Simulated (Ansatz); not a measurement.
# CH₇FOSi₂: a ladder of functionals and wavefunction methods

How much do the methods differ for CH₇FOSi₂? The plan is to run it at one geometry with functionals of several rungs and with coupled cluster, and see how far each lands from CCSD(T) at the basis-set limit for the atomisation energy.

The runs use Ansatz 0.2.0, Gaussian basis; functionals in def2-TZVPP, the program's frozen cores in correlated methods.

The runs, in order: LDA (SPW92), PBE-D4, revPBE-D4, BLYP-D4, r2SCAN-D4, B97M-V, PBE0-D4, B3LYP-D4, r2SCANh-D4, r2SCAN0-D4, HSE06-D4, BHLYP-D4, CAM-B3LYP-D4, LC-ωPBE, ωB97X-V, ωB97M-V, B2PLYP, PBE-QIDH; CCSD(T)/def2-SVP; CCSD(T)/def2-TZVPP; MP2/def2-QZVPP; extrapolation to the limit; RPA on PBE.

### 1 The relaxed structure

All runs share one geometry, relaxed beforehand with PBE0-D4 in a triple-zeta def2 set.

SMILES `C[Si](O)(F)[SiH3]`, 12 atoms, charge 0, spin multiplicity 1.

Atoms are counted from 1 here; the program's logs count them from 0.

Bond lengths: C1–Si2 1.857 Å, C1–H6 1.093 Å, C1–H7 1.094 Å, C1–H8 1.093 Å, Si2–O3 1.640 Å, Si2–F4 1.608 Å, Si2–Si5 2.342 Å, O3–H9 0.959 Å, Si5–H10 1.489 Å, Si5–H11 1.488 Å, Si5–H12 1.486 Å. Angles: Si2–C1–H6 110.8°, Si2–C1–H7 110.8°, Si2–C1–H8 110.9°, H6–C1–H7 107.7°, H6–C1–H8 108.3°, H7–C1–H8 108.3°, C1–Si2–O3 112.1°, C1–Si2–F4 106.2°, C1–Si2–Si5 115.1°, O3–Si2–F4 109.1°, O3–Si2–Si5 105.8°, F4–Si2–Si5 108.5°, Si2–O3–H9 118.9°, Si2–Si5–H10 109.8°, Si2–Si5–H11 109.9°, Si2–Si5–H12 110.9°, H10–Si5–H11 108.3°, H10–Si5–H12 108.9° and more.

### 2 LDA

This LDA is Slater exchange with PW92 correlation.

Contents of in.yaml:

```yaml
crystal:
  periodic: [false, false, false]
  atoms:
    - {symbol: C, position_ang: [-1.714329, 0.185037, -0.068165]}
    - {symbol: Si, position_ang: [0.054841, 0.411082, 0.448994]}
    - {symbol: O, position_ang: [0.351282, -0.224478, 1.931237]}
    - {symbol: F, position_ang: [0.308166, 1.998252, 0.497933]}
    - {symbol: Si, position_ang: [1.638723, -0.549590, -0.984097]}
    - {symbol: H, position_ang: [-1.890054, 0.628703, -1.051184]}
    - {symbol: H, position_ang: [-2.391478, 0.669297, 0.642027]}
    - {symbol: H, position_ang: [-1.972078, -0.875434, -0.119659]}
    - {symbol: H, position_ang: [-0.240867, -0.009543, 2.654207]}
    - {symbol: H, position_ang: [1.496548, 0.025546, -2.349730]}
    - {symbol: H, position_ang: [1.416948, -2.018597, -1.071641]}
    - {symbol: H, position_ang: [3.019398, -0.295478, -0.495924]}
basis:
  gaussian: {orbitals: def2-TZVPP}
hamiltonian: {xc: lda}
output: {orbitals: {seedname: orbitals}}
```

The run is started by

```sh
$ ansatz run in.yaml --threads 4 --pin off --events-out ev --progress --plain --max-ram 10444MiB
```

The runs that follow: PBE-D4 (GGA); revPBE-D4 (GGA); BLYP-D4 (GGA); r2SCAN-D4 (meta-GGA); B97M-V (meta-GGA); PBE0-D4 (hybrid); B3LYP-D4 (hybrid); r2SCANh-D4 (hybrid); r2SCAN0-D4 (hybrid); HSE06-D4 (hybrid); BHLYP-D4 (hybrid); CAM-B3LYP-D4 (range-separated); LC-ωPBE (range-separated); ωB97X-V (range-separated); ωB97M-V (range-separated); B2PLYP (double hybrid); PBE-QIDH (double hybrid); CCSD(T) in def2-SVP; CCSD(T) in def2-TZVPP; MP2 in def2-QZVPP; RPA on PBE orbitals.

Q: Predict the results of all the runs planned. Wanted: atomisation energy, CCSD(T)/CBS; farthest beyond LDA; mean size of error, GGA; mean size of error, meta-GGA; mean size of error, hybrid; mean size of error, range-separated; mean size of error, double hybrid; gap, smallest and largest; T1 diagnostic.

The runs gave:

| quantity | value |
| --- | --- |
| atomisation energy, CCSD(T)/CBS | 4369.1 kJ/mol |
| functionals within 21.8 kJ/mol (0.5 %) | PBE-D4, r2SCAN-D4, B97M-V, CAM-B3LYP-D4, ωB97X-V, ωB97M-V |
| farthest beyond LDA | BHLYP-D4 (-124.0 kJ/mol) |
| mean size of error, GGA | 48.7 kJ/mol |
| mean size of error, meta-GGA | 9.0 kJ/mol |
| mean size of error, hybrid | 61.9 kJ/mol |
| mean size of error, range-separated | 15.3 kJ/mol |
| mean size of error, double hybrid | 67.2 kJ/mol |
| gap, smallest and largest | 6.05 eV (LDA (SPW92)), 13.04 eV (LC-ωPBE) |
| T1 diagnostic | 0.0120 |
| triples share of the correlation energy | 3.2 % |

In words: LDA overbinds by 524.4 kJ/mol (12 %). PBE-D4 is off by -1.8 kJ/mol. Double hybrids carry the basis error of their MP2 part in triple zeta, and no dispersion term here, so their miss is partly the set-up's. The rungs meta-GGA, range-separated miss on average by less than the doubt on the reference (21.8 kJ/mol), so they tie. The reference freezes the cores and leaves out relativity and excitations past (T), so misses under about 21.8 kJ/mol can't be ranked. Hartree-Fock recovers 75 % of the binding; the rest is correlation. CCSD(T) in def2-SVP is off by -317.5 kJ/mol, so the small basis spoils what the method gains. The gap grows from 6.0 to 13.0 eV across the functionals, mostly with the share of exact exchange.
